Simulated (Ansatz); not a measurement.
**CH5F2NSi: one species, many methods**

Aim: compute CH5F2NSi with functionals from several rungs and with coupled cluster. The yardstick is the atomisation energy at the CCSD(T) limit.

Method: functionals in def2-TZVPP, the program's frozen cores in correlated methods; program: Ansatz 0.2.0, Gaussian basis.

Levels to be run: PBE-D4, r2SCAN-D4, PBE0-D4, B3LYP-D4, ωB97X-V, ωB97M-V, B2PLYP; CCSD(T)/def2-TZVPP; MP2/def2-QZVPP; extrapolation to the limit.

## (1) The relaxed structure

All runs share one geometry, relaxed beforehand with PBE0-D4 in a triple-zeta def2 set.

SMILES `FCN[SiH2]F`, 10 atoms, charge 0, spin multiplicity 1.

Atoms are counted from 1 here; the program's logs count them from 0.

Bond lengths: F1–C2 1.393 Å, C2–N3 1.410 Å, C2–H6 1.093 Å, C2–H7 1.093 Å, N3–Si4 1.710 Å, N3–H8 1.009 Å, Si4–F5 1.598 Å, Si4–H9 1.478 Å, Si4–H10 1.479 Å. Angles: F1–C2–N3 112.4°, F1–C2–H6 106.2°, F1–C2–H7 106.8°, N3–C2–H6 111.3°, N3–C2–H7 109.9°, H6–C2–H7 110.1°, C2–N3–Si4 124.8°, C2–N3–H8 113.9°, Si4–N3–H8 119.0°, N3–Si4–F5 114.5°, N3–Si4–H9 107.8°, N3–Si4–H10 107.1°, F5–Si4–H9 106.2°, F5–Si4–H10 106.8°, H9–Si4–H10 114.7°.

## (2) PBE-D4 (GGA)

in.yaml reads:

```yaml
crystal:
  periodic: [false, false, false]
  atoms:
    - {symbol: F, position_ang: [-0.733809, -1.915306, 0.813416]}
    - {symbol: C, position_ang: [0.399023, -1.110760, 0.720612]}
    - {symbol: N, position_ang: [0.382954, -0.288524, -0.425159]}
    - {symbol: Si, position_ang: [-0.364707, 1.246793, -0.514628]}
    - {symbol: F, position_ang: [-1.940624, 1.201464, -0.775777]}
    - {symbol: H, position_ang: [1.255175, -1.789601, 0.709204]}
    - {symbol: H, position_ang: [0.421690, -0.493355, 1.622377]}
    - {symbol: H, position_ang: [0.606198, -0.774481, -1.280717]}
    - {symbol: H, position_ang: [0.223903, 1.969511, -1.662185]}
    - {symbol: H, position_ang: [-0.166702, 1.903058, 0.795958]}
basis:
  gaussian: {orbitals: def2-TZVPP}
hamiltonian: {xc: pbe, dispersion: d4}
output: {forces: true, orbitals: {seedname: orbitals}}
```

Run with:

```console
$ ansatz run in.yaml --threads 4 --pin off --events-out ev --progress --plain --max-ram 10444MiB
```

After this run come: r2SCAN-D4 (meta-GGA); PBE0-D4 (hybrid); B3LYP-D4 (hybrid); ωB97X-V (range-separated); ωB97M-V (range-separated); B2PLYP (double hybrid); CCSD(T) in def2-TZVPP; MP2 in def2-QZVPP.

**Question.** What will the summary of the whole plan be? Wanted: atomisation energy, CCSD(T)/CBS; farthest; mean size of error, hybrid; mean size of error, range-separated; gap, smallest and largest; T1 diagnostic; triples share of the correlation energy.

As calculated:

| quantity | value |
| --- | --- |
| atomisation energy, CCSD(T)/CBS | 3697.1 kJ/mol |
| functionals within 18.5 kJ/mol (0.5 %) | r2SCAN-D4, B3LYP-D4, ωB97X-V, ωB97M-V |
| farthest | PBE-D4 (+53.5 kJ/mol) |
| mean size of error, hybrid | 18.8 kJ/mol |
| mean size of error, range-separated | 8.4 kJ/mol |
| gap, smallest and largest | 6.74 eV (PBE-D4), 13.47 eV (ωB97X-V) |
| T1 diagnostic | 0.0115 |
| triples share of the correlation energy | 3.2 % |

In words: PBE-D4 is off by +53.5 kJ/mol. Double hybrids carry the basis error of their MP2 part in triple zeta, and no dispersion term here, so their miss is partly the set-up's. The reference freezes the cores and leaves out relativity and excitations past (T), so misses under about 18.5 kJ/mol can't be ranked. Hartree-Fock recovers 72 % of the binding; the rest is correlation. The gap grows from 6.7 to 13.5 eV across the functionals, mostly with the share of exact exchange.
